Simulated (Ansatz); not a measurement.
# CH5AlF2: the cost of one run

All numbers below are computed with Ansatz 0.2.0 (RKS r2SCAN/def2-SVP).

## 1. The system as given

Bond lengths: Al1–C2 2.320 Å, C2–H3 1.110 Å, C2–H4 1.110 Å, C2–H5 1.110 Å, Al1–H6 1.560 Å, Al1–F7 1.690 Å, Al1–F8 1.990 Å. Angles: Al1–C2–H3 109.5°, Al1–C2–H4 109.5°, Al1–C2–H5 109.5°, H3–C2–H4 109.4°, H3–C2–H5 109.4°, H4–C2–H5 109.4°, C2–Al1–H6 120.0°, C2–Al1–F7 120.0°, C2–Al1–F8 71.6°, H6–Al1–F7 120.0°, H6–Al1–F8 105.6°, F7–Al1–F8 92.7°.

Coordinates:

```xyz
9

Al    0.0000    0.0000    0.0000
C     0.0000    0.0000    2.3200
H    -0.9996   -0.3092    2.6905
H     0.7676   -0.7111    2.6905
H     0.2320    1.0203    2.6905
H     1.3510    0.0000   -0.7800
F    -1.4635    0.0000   -0.8450
F    -0.2549   -1.8712    0.6275
H    -0.1755   -1.2885    1.7562
```

## 2. Pulling towards end A

Springs on the bonds that form and break draw the guess towards this end; the thresholds are loose.

Input file input.yaml:

```yaml
crystal:
  periodic: [false, false, false]
  atoms:
    - { symbol: Al, position_ang: [0.0, 0.0, 0.0] }
    - { symbol: C, position_ang: [0.0, 0.0, 2.32] }
    - { symbol: H, position_ang: [-0.9996, -0.3092, 2.6905] }
    - { symbol: H, position_ang: [0.7676, -0.7111, 2.6905] }
    - { symbol: H, position_ang: [0.232, 1.0203, 2.6905] }
    - { symbol: H, position_ang: [1.351, 0.0, -0.78] }
    - { symbol: F, position_ang: [-1.4635, 0.0, -0.845] }
    - { symbol: F, position_ang: [-0.2549, -1.8712, 0.6275] }
    - { symbol: H, position_ang: [-0.1755, -1.2885, 1.7562] }
basis:
  gaussian: { orbitals: def2-SVP }
hamiltonian:
  xc: r2scan
relax:
  f_tol: 0.15
  max_steps: 25
  restrain:
    - { distance: [0, 7], at: 2.89, k: 30.0 }
    - { distance: [8, 1], at: 2.31, k: 30.0 }
    - { distance: [0, 1], at: 1.97, k: 30.0 }
    - { distance: [8, 7], at: 0.92, k: 30.0 }
output:
  orbitals: {}
```

The run is started by

```bash
$ ansatz run input.yaml --threads 2 --pin off --max-ram 3072MiB --backend cpu --events-out ev --progress --plain --runs-dir out
```

What time and memory should one allow on 2 threads of Intel Xeon 6975P-C (Granite Rapids), shared host?

About 10 s, with a peak of 0.16 GiB.
